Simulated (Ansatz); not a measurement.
# C₁₂H₁₀BiCl: how energies converge with the basis set

Aim: see how fast density functionals converge with the basis set for C₁₂H₁₀BiCl.

Computed with Ansatz 0.2.0, Gaussian basis. Level: one geometry, several basis sets.

Plan: PBE0-D4/def2-SVP; ωB97M-V/def2-SVP; PBE0-D4/def2-QZVPP; ωB97M-V/def2-QZVPP; the functionals' def2-TZVPP values are taken from earlier runs.

**1. The geometry**

The geometry comes from an earlier relaxation with PBE0-D4 in a triple-zeta def2 set; it is a stationary point, not always the lowest conformer. Bi takes the def2 core potential; no spin-orbit term is included.

SMILES `[Cl][Bi]([c]1ccccc1)[c]1ccccc1`, 24 atoms, charge 0, spin multiplicity 1.

Atoms are counted from 1 here; the program's logs count them from 0.

Bond lengths: Cl1–Bi2 2.462 Å, Bi2–C3 2.230 Å, Bi2–C9 2.233 Å, C3–C4 1.391 Å, C3–C8 1.390 Å, C4–C5 1.388 Å, C4–H15 1.087 Å, C5–C6 1.387 Å, C5–H16 1.084 Å, C6–C7 1.388 Å, C6–H17 1.084 Å, C7–C8 1.387 Å, C7–H18 1.084 Å, C8–H19 1.085 Å, C9–C10 1.388 Å, C9–C14 1.391 Å, C10–C11 1.389 Å, C10–H20 1.085 Å and more. Angles: Cl1–Bi2–C3 95.9°, Cl1–Bi2–C9 95.1°, C3–Bi2–C9 93.7°, Bi2–C3–C4 118.2°, Bi2–C3–C8 122.3°, C4–C3–C8 119.5°, C3–C4–C5 120.4°, C3–C4–H15 120.6°, C5–C4–H15 119.0°, C4–C5–C6 119.8°, C4–C5–H16 120.0°, C6–C5–H16 120.2°, C5–C6–C7 120.0°, C5–C6–H17 120.0°, C7–C6–H17 120.0°, C6–C7–C8 120.2°, C6–C7–H18 120.0°, C8–C7–H18 119.8° and more.

Geometry (Å):

```xyz
24
C12H10BiCl
Cl    0.2228   -1.6348   -3.2271
Bi   -0.1351    0.6193   -2.3033
C    -1.6485    0.0053   -0.7843
C    -2.9912    0.2409   -1.0624
C    -3.9713   -0.1198   -0.1479
C    -3.6105   -0.7178    1.0499
C    -2.2724   -0.9543    1.3325
C    -1.2927   -0.5929    0.4194
C     1.5658    0.5150   -0.8605
C     2.4219   -0.5752   -0.7840
C     3.4579   -0.5804    0.1410
C     3.6426    0.5010    0.9896
C     2.7904    1.5930    0.9142
C     1.7559    1.5998   -0.0106
H    -3.2889    0.7043   -1.9990
H    -5.0161    0.0648   -0.3719
H    -4.3739   -1.0012    1.7656
H    -1.9901   -1.4232    2.2687
H    -0.2493   -0.7791    0.6497
H     2.2783   -1.4260   -1.4416
H     4.1228   -1.4354    0.1984
H     4.4517    0.4936    1.7110
H     2.9300    2.4404    1.5763
H     1.0948    2.4623   -0.0505
```

**2. PBE0-D4 in def2-SVP**

in.yaml

```yaml
crystal:
  periodic: [false, false, false]
  atoms:
    - {symbol: Cl, position_ang: [0.222848, -1.634765, -3.227062]}
    - {symbol: Bi, position_ang: [-0.135053, 0.619303, -2.303321]}
    - {symbol: C, position_ang: [-1.648517, 0.005337, -0.784308]}
    - {symbol: C, position_ang: [-2.991213, 0.240881, -1.062369]}
    - {symbol: C, position_ang: [-3.971336, -0.119816, -0.147909]}
    - {symbol: C, position_ang: [-3.610497, -0.717805, 1.049859]}
    - {symbol: C, position_ang: [-2.272369, -0.954268, 1.332488]}
    - {symbol: C, position_ang: [-1.292736, -0.592862, 0.419363]}
    - {symbol: C, position_ang: [1.565831, 0.514990, -0.860507]}
    - {symbol: C, position_ang: [2.421917, -0.575155, -0.783980]}
    - {symbol: C, position_ang: [3.457930, -0.580409, 0.140976]}
    - {symbol: C, position_ang: [3.642614, 0.500979, 0.989601]}
    - {symbol: C, position_ang: [2.790394, 1.592995, 0.914246]}
    - {symbol: C, position_ang: [1.755860, 1.599805, -0.010648]}
    - {symbol: H, position_ang: [-3.288935, 0.704305, -1.998967]}
    - {symbol: H, position_ang: [-5.016100, 0.064832, -0.371871]}
    - {symbol: H, position_ang: [-4.373940, -1.001223, 1.765555]}
    - {symbol: H, position_ang: [-1.990128, -1.423208, 2.268678]}
    - {symbol: H, position_ang: [-0.249311, -0.779074, 0.649730]}
    - {symbol: H, position_ang: [2.278260, -1.426040, -1.441575]}
    - {symbol: H, position_ang: [4.122764, -1.435359, 0.198448]}
    - {symbol: H, position_ang: [4.451728, 0.493558, 1.711037]}
    - {symbol: H, position_ang: [2.929952, 2.440441, 1.576312]}
    - {symbol: H, position_ang: [1.094840, 2.462259, -0.050475]}
basis:
  gaussian: {orbitals: def2-SVP}
hamiltonian: {xc: pbe0, dispersion: d4}
output: {orbitals: {seedname: orbitals}}
```

The runs that follow: ωB97M-V in def2-SVP; PBE0-D4 in def2-QZVPP; ωB97M-V in def2-QZVPP.

**Question.** What will the summary of the whole plan be? Wanted: PBE0-D4: double and triple zeta above quadruple; ωB97M-V: double and triple zeta above quadruple.

The runs gave:

| quantity | value |
| --- | --- |
| PBE0-D4: double and triple zeta above quadruple | 19.01, 1.06 eV |
| ωB97M-V: double and triple zeta above quadruple | 19.46, 1.00 eV |

In words: For PBE0-D4 the step from double to triple zeta gains 17.95 eV and the next only 1.06 eV. These are total energies; as a rule much of such shifts cancels in differences, which this series doesn't test.
